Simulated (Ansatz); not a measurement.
**CHCl2I: basis-set convergence**

How large a basis does CHCl2I need? Two functionals are run in growing sets.

Computed with Ansatz 0.2.0, Gaussian basis. Level: one geometry, several basis sets.

Levels to be run: PBE0-D4/def2-SVP; ωB97M-V/def2-SVP; PBE0-D4/def2-QZVPP; ωB97M-V/def2-QZVPP; the functionals' def2-TZVPP values are taken from earlier runs.

## Step 1: The relaxed structure

An earlier PBE0-D4 in a triple-zeta def2 set relaxation fixed the geometry. I takes the def2 core potential; no spin-orbit term is included.

5 atoms, charge 0, spin multiplicity 1.

Atoms are counted from 1 here; the program's logs count them from 0.

Bond lengths: Cl1–C2 1.753 Å, C2–Cl3 1.753 Å, C2–I4 2.146 Å, C2–H5 1.084 Å. Angles: Cl1–C2–Cl3 111.6°, Cl1–C2–I4 111.6°, Cl1–C2–H5 108.1°, Cl3–C2–I4 111.6°, Cl3–C2–H5 108.1°, I4–C2–H5 105.5°.

Geometry (Å):

```
Cl   -0.47742   -0.00724    1.68598
C     0.12383    0.05862    0.04038
Cl    1.19701   -1.28284   -0.30978
I    -1.47917    0.17955   -1.38181
H     0.68554    0.97832   -0.07617
```

## Step 2: PBE0-D4 in def2-SVP

The input, in.yaml:

```yaml
crystal:
  periodic: [false, false, false]
  atoms:
    - {symbol: Cl, position_ang: [-0.477421, -0.007243, 1.685984]}
    - {symbol: C, position_ang: [0.123829, 0.058617, 0.040382]}
    - {symbol: Cl, position_ang: [1.197013, -1.282841, -0.309779]}
    - {symbol: I, position_ang: [-1.479166, 0.179547, -1.381814]}
    - {symbol: H, position_ang: [0.685545, 0.978320, -0.076173]}
basis:
  gaussian: {orbitals: def2-SVP}
hamiltonian: {xc: pbe0, dispersion: d4}
output: {orbitals: {seedname: orbitals}}
```

The runs that follow: ωB97M-V in def2-SVP; PBE0-D4 in def2-QZVPP; ωB97M-V in def2-QZVPP.

Q: Predict the results of all the runs planned. Wanted: PBE0-D4: double and triple zeta above quadruple; ωB97M-V: double and triple zeta above quadruple.

As calculated:

| quantity | value |
| --- | --- |
| PBE0-D4: double and triple zeta above quadruple | 11.09, 0.83 eV |
| ωB97M-V: double and triple zeta above quadruple | 11.01, 0.80 eV |

What this shows: PBE0-D4 gains 10.26 eV from double to triple zeta, then 0.83 eV more. These are total energies; as a rule much of such shifts cancels in differences, which this series doesn't test.
